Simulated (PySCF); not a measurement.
# CH₁₁BSSi₂, an adsorbate on a surface model (B on Si): NMR shifts

Aim: the NMR shifts of `[SiH3]B[SiH3]` with `CS`.

Computed with PySCF 2.14.0; each step states its level. No surroundings beyond the atoms listed, unless a continuum is named. Atoms count from 0, parts from 1.

## 1. The system as given

16 atoms, charge 0, multiplicity 1; geometry: GFN2-xTB, MD frame. Parts: 1 = atoms 0–9, `[SiH3]B[SiH3]`, charge 0; 2 = atoms 10–15, `CS`, charge 0.

## 2. Shielding tensors: 500 fs

Job settings and geometry (Å):

```
{"job": {"kind": "nmr", "xc": "PBE0", "basis": "pcSseg-1", "pop": false}, "charge": 0, "multiplicity": 1, "parts": [{"atoms": "0-9", "charge": 0, "multiplicity": 1}, {"atoms": "10-15", "charge": 0, "multiplicity": 1}]}
Si     2.233010     1.053657     2.489154
B      0.780953     0.448030     1.209579
Si    -0.945512     1.130703     0.844679
H      3.507995     0.562899     2.013803
H      2.353950     2.514024     2.627710
H      2.135541     0.588673     3.916662
H      1.211169    -0.417457     0.521995
H     -1.360219     2.550841     1.000022
H     -1.151857     0.691495    -0.701594
H     -1.994933     0.361903     1.569934
C     -1.848094    -0.753487    -3.460454
S     -0.175886    -0.011826    -3.596948
H     -1.689344    -1.747270    -3.065964
H     -2.294197    -0.787180    -4.462650
H     -2.510288    -0.199814    -2.770178
H      0.026611    -0.150094    -2.261719
```

With the program's defaults for keys left out, this is: GIAO PBE0/pcSseg-1 NMR shielding, non-relativistic, gas phase.

On the command line:

```console
$ OMP_NUM_THREADS=1 python cluster_run.py task.json out
```

The driver reads the jobs from task.json and runs them one after another.

Output:

```text
coarse grid: 13864 points
cycle   1  E = -1046.0848249446  dE = -2.594e-01  |g| = 2.232e-01  |ddm| = 3.340e+00
cycle   2  E = -1046.0924553657  dE = -7.630e-03  |g| = 1.777e-01  |ddm| = 5.488e-01
cycle   3  E = -1046.1008820147  dE = -8.427e-03  |g| = 3.251e-02  |ddm| = 2.376e-01
cycle   4  E = -1046.1011027121  dE = -2.207e-04  |g| = 1.321e-02  |ddm| = 3.982e-02
cycle   5  E = -1046.1011479230  dE = -4.521e-05  |g| = 3.548e-03  |ddm| = 1.706e-02
cycle   6  E = -1046.1011507393  dE = -2.816e-06  |g| = 5.485e-04  |ddm| = 4.272e-03
final grid: 117112 points
cycle   7  E = -1046.1302470303  dE = -2.053e-05  |g| = 5.928e-03  |ddm| = 2.177e-02
cycle   8  E = -1046.1302423231  dE =  4.707e-06  |g| = 7.228e-03  |ddm| = 1.108e-02
cycle   9  E = -1046.1302560462  dE = -1.372e-05  |g| = 4.350e-04  |ddm| = 6.487e-03
cycle  10  E = -1046.1302560957  dE = -4.945e-08  |g| = 1.198e-04  |ddm| = 5.622e-04
cycle  11  E = -1046.1302561004  dE = -4.776e-09  |g| = 2.779e-05  |ddm| = 1.991e-04
cycle  12  E = -1046.1302561007  dE = -3.001e-10  |g| = 5.869e-06  |ddm| = 5.888e-05
converged SCF energy = -1046.1302561007

GIAO shielding tensors (ppm)
atom      isotropic    diamagn.    paramagn.     s11        s22        s33       span
  0 Si     458.809     878.705    -419.896    438.247    444.845    493.335     55.088
  1 B      -55.559     202.278    -257.837   -226.469    -97.080    156.873    383.343
  2 Si     450.107     881.600    -431.493    409.529    460.484    480.309     70.780
  3 H       28.057      28.000       0.056     24.644     26.516     33.010      8.366
  4 H       27.894      27.570       0.324     24.785     26.837     32.058      7.273
  5 H       27.295      26.864       0.431     24.488     25.812     31.585      7.097
  6 H       16.998      32.464     -15.466     -2.672     25.761     27.905     30.576
  7 H       27.156      29.072      -1.917     24.045     25.910     31.512      7.466
  8 H       25.686      29.801      -4.115     20.619     23.003     33.436     12.818
  9 H       27.195      29.256      -2.061     23.976     26.454     31.155      7.179
 10 C      172.212     250.716     -78.504    159.424    170.825    186.386     26.962
 11 S      618.046    1057.804    -439.758    451.718    565.752    836.667    384.949
 12 H       29.287      30.684      -1.397     23.186     27.608     37.069     13.883
 13 H       29.605      26.986       2.619     24.909     26.751     37.154     12.245
 14 H       29.046      30.522      -1.476     23.592     27.760     35.787     12.195
 15 H       29.293      32.515      -3.222     21.328     27.328     39.222     17.894

== part 1 alone, relaxed ==
coarse grid: 8680 points
cycle   1  E = -607.6428817548  dE = -1.888e-01  |g| = 1.159e-01  |ddm| = 2.657e+00
cycle   2  E = -607.6470569490  dE = -4.175e-03  |g| = 4.014e-02  |ddm| = 2.576e-01
cycle   3  E = -607.6473625919  dE = -3.056e-04  |g| = 1.348e-02  |ddm| = 5.550e-02
cycle   4  E = -607.6474186243  dE = -5.603e-05  |g| = 4.845e-03  |ddm| = 2.241e-02
cycle   5  E = -607.6474279269  dE = -9.303e-06  |g| = 4.724e-04  |ddm| = 8.651e-03
final grid: 72664 points
cycle   6  E = -607.6622487825  dE = -1.061e-05  |g| = 2.608e-03  |ddm| = 1.222e-02
cycle   7  E = -607.6622487420  dE =  4.051e-08  |g| = 2.481e-03  |ddm| = 6.528e-03
cycle   8  E = -607.6622511229  dE = -2.381e-06  |g| = 1.661e-04  |ddm| = 3.510e-03
cycle   9  E = -607.6622511323  dE = -9.372e-09  |g| = 1.678e-05  |ddm| = 3.302e-04
cycle  10  E = -607.6622511323  dE = -9.004e-11  |g| = 3.642e-06  |ddm| = 3.465e-05
converged SCF energy = -607.6622511323

GIAO shielding tensors (ppm)
atom      isotropic    diamagn.    paramagn.     s11        s22        s33       span
  0 Si     454.786     880.059    -425.272    418.754    453.870    491.735     72.981
  1 B      -52.578     201.967    -254.545   -220.011    -98.496    160.773    380.784
  2 Si     454.906     880.036    -425.131    418.810    454.122    491.786     72.976
  3 H       27.724      28.248      -0.524     24.600     26.199     32.373      7.773
  4 H       27.706      28.198      -0.492     24.643     26.208     32.265      7.622
  5 H       27.716      28.659      -0.943     24.726     26.602     31.819      7.092
  6 H       17.337      30.504     -13.166     -1.872     26.153     27.731     29.603
  7 H       27.700      28.642      -0.942     24.649     26.656     31.796      7.147
  8 H       27.718      28.288      -0.570     24.485     26.174     32.495      8.011
  9 H       27.716      28.174      -0.458     24.782     26.211     32.154      7.373

== part 2 alone, relaxed ==
coarse grid: 5192 points
cycle   1  E = -438.4562952495  dE = -2.035e-02  |g| = 1.922e-01  |ddm| = 2.003e+00
cycle   2  E = -438.4603046512  dE = -4.009e-03  |g| = 1.708e-01  |ddm| = 4.338e-01
cycle   3  E = -438.4680571062  dE = -7.752e-03  |g| = 2.475e-02  |ddm| = 1.862e-01
cycle   4  E = -438.4681850450  dE = -1.279e-04  |g| = 1.132e-02  |ddm| = 3.313e-02
cycle   5  E = -438.4682170543  dE = -3.201e-05  |g| = 1.984e-03  |ddm| = 1.250e-02
cycle   6  E = -438.4682178753  dE = -8.210e-07  |g| = 3.857e-04  |ddm| = 1.999e-03
final grid: 44448 points
cycle   7  E = -438.4824134907  dE = -8.272e-06  |g| = 5.559e-03  |ddm| = 1.351e-02
cycle   8  E = -438.4824090363  dE =  4.454e-06  |g| = 6.899e-03  |ddm| = 9.388e-03
cycle   9  E = -438.4824208553  dE = -1.182e-05  |g| = 3.105e-04  |ddm| = 5.495e-03
cycle  10  E = -438.4824208810  dE = -2.574e-08  |g| = 4.970e-05  |ddm| = 3.735e-04
cycle  11  E = -438.4824208816  dE = -5.902e-10  |g| = 1.616e-05  |ddm| = 7.157e-05
converged SCF energy = -438.4824208816

GIAO shielding tensors (ppm)
atom      isotropic    diamagn.    paramagn.     s11        s22        s33       span
  0 C      174.970     250.032     -75.062    167.728    167.839    189.343     21.615
  1 S      649.489    1055.028    -405.538    529.393    553.027    866.047    336.654
  2 H       29.477      30.071      -0.594     23.437     27.724     37.270     13.833
  3 H       30.048      29.635       0.413     25.417     27.310     37.417     12.000
  4 H       29.469      30.071      -0.602     23.409     27.728     37.270     13.861
  5 H       30.405      29.758       0.647     22.727     28.253     40.234     17.507
```

Wall time 21 s (1 thread of Arm Neoverse V2, shared host); peak memory 0.75 GiB.

Shifts follow as δ = σ(reference) − σ, with reference shieldings (ppm) from runs at the same level and on the same kind of geometry: 1H TMS 31.72, 13C TMS 186.9, 29Si TMS 349.2, 11B BF3·OEt2 100.1, 33S CS2 504. The references are single molecules in the gas phase. Each atom is listed at this fixed geometry, with no averaging over motion; a spectrum would average atoms that exchange fast.

```
atoms                         environment  σ (ppm)  δ (ppm)
  C10             carbon bonded to S, 3 H    172.2     14.7
   H6  hydrogen on a boron bonded to 2 Si    17.00    14.72
   H8   hydrogen on a silicon bonded to B    25.69     6.03
   H7   hydrogen on a silicon bonded to B    27.16     4.56
   H9   hydrogen on a silicon bonded to B    27.20     4.52
   H5   hydrogen on a silicon bonded to B    27.30     4.42
   H4   hydrogen on a silicon bonded to B    27.89     3.82
   H3   hydrogen on a silicon bonded to B    28.06     3.66
  H14    hydrogen on a carbon bonded to S    29.05     2.67
  H12    hydrogen on a carbon bonded to S    29.29     2.43
  H15    hydrogen on a sulfur bonded to C    29.29     2.42
  H13    hydrogen on a carbon bonded to S    29.60     2.11
  Si2            silicon bonded to B, 3 H    450.1   -100.9
  Si0            silicon bonded to B, 3 H    458.8   -109.7
   B1             boron bonded to 2 Si, H    -55.6    155.6
  S11               sulfur bonded to C, H      618     -114
```

## 3. Shielding tensors: 800 fs

Job settings and geometry (Å):

```
{"job": {"kind": "nmr", "xc": "PBE0", "basis": "pcSseg-1", "pop": false}, "charge": 0, "multiplicity": 1, "parts": [{"atoms": "0-9", "charge": 0, "multiplicity": 1}, {"atoms": "10-15", "charge": 0, "multiplicity": 1}]}
Si     2.580580     0.557190     2.620060
B      1.722733     0.400163     0.766114
Si     0.064412     1.367727     0.459502
H      3.150979    -0.653822     3.259102
H      3.873384     1.306793     2.395424
H      1.918442     1.540717     3.536055
H      2.290550    -0.239404    -0.049713
H     -0.556652     2.188429     1.498369
H      0.257780     2.231380    -0.755564
H     -0.921695     0.293060     0.163751
C     -2.273102    -0.747262    -3.857307
S     -0.391454    -0.795485    -3.967273
H     -2.478588    -0.286012    -2.872515
H     -2.621663    -1.750305    -3.913129
H     -2.565679    -0.137787    -4.719008
H     -0.206989     0.381653    -3.429903
```

With the program's defaults for keys left out, this is: GIAO PBE0/pcSseg-1 NMR shielding, non-relativistic, gas phase.

Output:

```text
coarse grid: 13864 points
cycle   1  E = -1046.0880570330  dE = -3.002e-01  |g| = 2.192e-01  |ddm| = 3.302e+00
cycle   2  E = -1046.0968784960  dE = -8.821e-03  |g| = 1.625e-01  |ddm| = 5.385e-01
cycle   3  E = -1046.1040187818  dE = -7.140e-03  |g| = 2.717e-02  |ddm| = 2.254e-01
cycle   4  E = -1046.1041623308  dE = -1.435e-04  |g| = 1.097e-02  |ddm| = 3.266e-02
cycle   5  E = -1046.1041939991  dE = -3.167e-05  |g| = 3.896e-03  |ddm| = 1.452e-02
cycle   6  E = -1046.1041975527  dE = -3.554e-06  |g| = 6.151e-04  |ddm| = 3.880e-03
final grid: 117112 points
cycle   7  E = -1046.1337227285  dE = -1.831e-05  |g| = 5.694e-03  |ddm| = 1.888e-02
cycle   8  E = -1046.1337177574  dE =  4.971e-06  |g| = 7.067e-03  |ddm| = 1.089e-02
cycle   9  E = -1046.1337312803  dE = -1.352e-05  |g| = 4.253e-04  |ddm| = 6.206e-03
cycle  10  E = -1046.1337313286  dE = -4.830e-08  |g| = 1.266e-04  |ddm| = 5.629e-04
cycle  11  E = -1046.1337313344  dE = -5.834e-09  |g| = 2.324e-05  |ddm| = 2.105e-04
cycle  12  E = -1046.1337313346  dE = -2.092e-10  |g| = 5.366e-06  |ddm| = 3.708e-05
converged SCF energy = -1046.1337313346

GIAO shielding tensors (ppm)
atom      isotropic    diamagn.    paramagn.     s11        s22        s33       span
  0 Si     452.307     878.241    -425.934    401.180    439.364    516.377    115.198
  1 B      -52.773     200.433    -253.206   -235.127    -78.686    155.494    390.622
  2 Si     448.210     882.255    -434.045    398.908    463.286    482.435     83.527
  3 H       27.194      26.878       0.316     24.193     25.397     31.992      7.799
  4 H       27.418      26.902       0.516     24.571     26.114     31.568      6.997
  5 H       27.184      27.157       0.027     24.231     26.452     30.868      6.636
  6 H       16.911      31.000     -14.089     -3.102     26.415     27.418     30.520
  7 H       27.610      30.616      -3.006     24.619     26.128     32.084      7.465
  8 H       27.294      30.268      -2.974     23.816     26.372     31.692      7.876
  9 H       27.613      30.858      -3.244     23.864     26.648     32.328      8.465
 10 C      172.579     252.214     -79.635    161.502    167.126    189.108     27.606
 11 S      644.285    1058.219    -413.934    516.087    545.483    871.286    355.199
 12 H       28.766      32.470      -3.704     22.152     28.188     35.958     13.806
 13 H       30.368      30.338       0.030     25.727     27.918     37.459     11.732
 14 H       28.588      27.165       1.423     21.951     27.398     36.415     14.464
 15 H       30.688      33.418      -2.729     23.510     28.007     40.548     17.038
```

It took 16 s on 1 thread of Arm Neoverse V2, shared host; peak memory 0.83 GiB.

In short: δ C10 14.3, Si2 -99.1, Si0 -103.1, B1 152.8, H6 14.81, H5 4.53 ppm.

## 4. NMR shieldings: 1100 fs

Job settings and geometry (Å):

```
{"job": {"kind": "nmr", "xc": "PBE0", "basis": "pcSseg-1", "pop": false}, "charge": 0, "multiplicity": 1, "parts": [{"atoms": "0-9", "charge": 0, "multiplicity": 1}, {"atoms": "10-15", "charge": 0, "multiplicity": 1}]}
Si     2.693396    -0.337618     2.576741
B      1.909524     0.550799     0.894934
Si     0.424092     1.908291     0.962246
H      1.760500    -1.494686     2.680827
H      4.014733    -0.900892     2.823833
H      2.634733     0.363947     3.914513
H      2.183706     0.114932    -0.155275
H     -0.693518     1.522735     1.848680
H      1.046323     3.137796     1.330353
H     -0.218759     2.326526    -0.260987
C     -1.188895    -0.479559    -2.384720
S      0.479609    -0.917710    -2.903146
H     -1.175622     0.283688    -1.600540
H     -1.659316    -1.384497    -2.017328
H     -1.740370    -0.082714    -3.246285
H      0.615647     0.359632    -3.336079
```

Method: GIAO PBE0/pcSseg-1 NMR shielding, non-relativistic, gas phase.

Output:

```text
coarse grid: 13864 points
cycle   1  E = -1046.0848725269  dE = -2.458e-01  |g| = 2.277e-01  |ddm| = 3.319e+00
cycle   2  E = -1046.0926716691  dE = -7.799e-03  |g| = 1.826e-01  |ddm| = 5.249e-01
cycle   3  E = -1046.1014510598  dE = -8.779e-03  |g| = 3.471e-02  |ddm| = 2.162e-01
cycle   4  E = -1046.1017120676  dE = -2.610e-04  |g| = 1.326e-02  |ddm| = 4.227e-02
cycle   5  E = -1046.1017575778  dE = -4.551e-05  |g| = 3.452e-03  |ddm| = 1.752e-02
cycle   6  E = -1046.1017601900  dE = -2.612e-06  |g| = 5.222e-04  |ddm| = 3.932e-03
final grid: 117112 points
cycle   7  E = -1046.1310348552  dE = -1.920e-05  |g| = 5.851e-03  |ddm| = 1.925e-02
cycle   8  E = -1046.1310304374  dE =  4.418e-06  |g| = 7.081e-03  |ddm| = 1.096e-02
cycle   9  E = -1046.1310434898  dE = -1.305e-05  |g| = 4.179e-04  |ddm| = 6.210e-03
cycle  10  E = -1046.1310435338  dE = -4.402e-08  |g| = 1.069e-04  |ddm| = 5.207e-04
cycle  11  E = -1046.1310435375  dE = -3.652e-09  |g| = 2.719e-05  |ddm| = 1.756e-04
cycle  12  E = -1046.1310435378  dE = -2.715e-10  |g| = 5.612e-06  |ddm| = 4.600e-05
converged SCF energy = -1046.1310435378

GIAO shielding tensors (ppm)
atom      isotropic    diamagn.    paramagn.     s11        s22        s33       span
  0 Si     449.716     878.350    -428.634    403.216    441.190    504.742    101.526
  1 B      -40.680     202.264    -242.944   -172.916   -102.789    153.666    326.582
  2 Si     456.157     881.158    -425.002    415.655    451.474    501.342     85.687
  3 H       28.102      28.414      -0.313     25.528     26.360     32.416      6.888
  4 H       27.497      27.843      -0.346     24.242     25.736     32.515      8.273
  5 H       27.012      27.739      -0.727     23.828     26.179     31.028      7.201
  6 H       17.850      31.191     -13.341      1.380     25.067     27.104     25.724
  7 H       27.656      29.354      -1.698     24.474     26.754     31.741      7.266
  8 H       28.470      29.844      -1.374     24.614     27.554     33.242      8.629
  9 H       28.218      30.790      -2.573     24.628     26.917     33.107      8.479
 10 C      173.629     251.695     -78.066    162.315    172.329    186.244     23.929
 11 S      640.457    1055.836    -415.379    430.988    617.836    872.546    441.558
 12 H       29.163      34.029      -4.866     22.340     27.883     37.267     14.927
 13 H       29.971      31.054      -1.082     25.604     27.086     37.224     11.621
 14 H       29.165      28.737       0.427     23.117     27.305     37.072     13.955
 15 H       29.484      29.590      -0.107     21.655     28.697     38.100     16.445
```

Wall time 16 s (1 thread of Arm Neoverse V2, shared host); peak memory 0.83 GiB.

In short: δ C10 13.3, Si0 -100.6, Si2 -107.0, B1 140.7, H6 13.87, H5 4.71 ppm.

## 5. NMR shieldings: 1400 fs

Job settings and geometry (Å):

```
{"job": {"kind": "nmr", "xc": "PBE0", "basis": "pcSseg-1", "pop": false}, "charge": 0, "multiplicity": 1, "parts": [{"atoms": "0-9", "charge": 0, "multiplicity": 1}, {"atoms": "10-15", "charge": 0, "multiplicity": 1}]}
Si     2.724432    -1.326428     1.706740
B      0.931881    -0.681808     1.326894
Si     0.788962     1.331699     1.386256
H      3.593693    -0.859823     0.639590
H      3.321069    -0.546833     2.869052
H      2.878473    -2.791286     1.774035
H     -0.028149    -1.292873     1.048457
H     -0.441341     2.172609     1.491297
H      1.409975     1.758055     2.692100
H      1.579667     1.833505     0.170344
C     -0.121355    -0.567304    -2.242853
S      1.035219    -1.680252    -3.098811
H     -1.117301    -0.918544    -2.177328
H     -0.171461     0.413689    -2.729878
H      0.193977    -0.432756    -1.193697
H      1.664605    -2.099116    -2.099263
```

Method: GIAO PBE0/pcSseg-1 NMR shielding, non-relativistic, gas phase.

Output:

```text
coarse grid: 13864 points
cycle   1  E = -1046.0817085711  dE = -1.836e-01  |g| = 2.237e-01  |ddm| = 3.357e+00
cycle   2  E = -1046.0899060953  dE = -8.198e-03  |g| = 1.691e-01  |ddm| = 5.042e-01
cycle   3  E = -1046.0970830993  dE = -7.177e-03  |g| = 3.632e-02  |ddm| = 2.004e-01
cycle   4  E = -1046.0973706268  dE = -2.875e-04  |g| = 1.435e-02  |ddm| = 4.308e-02
cycle   5  E = -1046.0974237108  dE = -5.308e-05  |g| = 2.790e-03  |ddm| = 1.717e-02
cycle   6  E = -1046.0974253381  dE = -1.627e-06  |g| = 4.682e-04  |ddm| = 3.404e-03
final grid: 117112 points
cycle   7  E = -1046.1270165484  dE = -2.023e-05  |g| = 5.854e-03  |ddm| = 2.125e-02
cycle   8  E = -1046.1270123387  dE =  4.210e-06  |g| = 7.016e-03  |ddm| = 1.041e-02
cycle   9  E = -1046.1270252688  dE = -1.293e-05  |g| = 4.434e-04  |ddm| = 6.114e-03
cycle  10  E = -1046.1270253217  dE = -5.296e-08  |g| = 1.108e-04  |ddm| = 5.899e-04
cycle  11  E = -1046.1270253257  dE = -3.984e-09  |g| = 3.068e-05  |ddm| = 1.903e-04
cycle  12  E = -1046.1270253261  dE = -3.663e-10  |g| = 6.088e-06  |ddm| = 5.621e-05
converged SCF energy = -1046.1270253261

GIAO shielding tensors (ppm)
atom      isotropic    diamagn.    paramagn.     s11        s22        s33       span
  0 Si     457.141     880.139    -422.998    414.620    451.187    505.615     90.995
  1 B      -50.329     202.695    -253.024   -210.809    -99.425    159.247    370.056
  2 Si     444.969     880.808    -435.839    396.198    443.803    494.906     98.708
  3 H       27.685      28.926      -1.241     25.349     26.808     30.899      5.549
  4 H       26.533      27.828      -1.295     23.031     26.333     30.236      7.206
  5 H       27.660      28.045      -0.385     24.111     25.940     32.928      8.817
  6 H       17.074      32.031     -14.956     -2.893     24.588     29.528     32.421
  7 H       27.320      29.508      -2.188     24.129     25.699     32.131      8.002
  8 H       27.076      29.640      -2.565     23.157     27.252     30.818      7.662
  9 H       26.960      29.223      -2.263     25.278     25.828     29.774      4.496
 10 C      176.466     255.152     -78.686    163.612    172.635    193.150     29.538
 11 S      702.959    1054.247    -351.288    567.804    614.541    926.531    358.728
 12 H       30.631      32.852      -2.221     25.383     28.511     37.998     12.615
 13 H       29.912      31.547      -1.636     24.989     27.442     37.304     12.315
 14 H       30.901      36.795      -5.894     24.471     27.605     40.627     16.156
 15 H       32.510      32.620      -0.111     23.904     30.243     43.383     19.479
```

Wall time 16 s (1 thread of Arm Neoverse V2, shared host); peak memory 0.83 GiB.

In short: δ C10 10.5, Si2 -95.8, Si0 -108.0, B1 150.4, H6 14.64, H4 5.18 ppm.

[end of part 1 of 2]
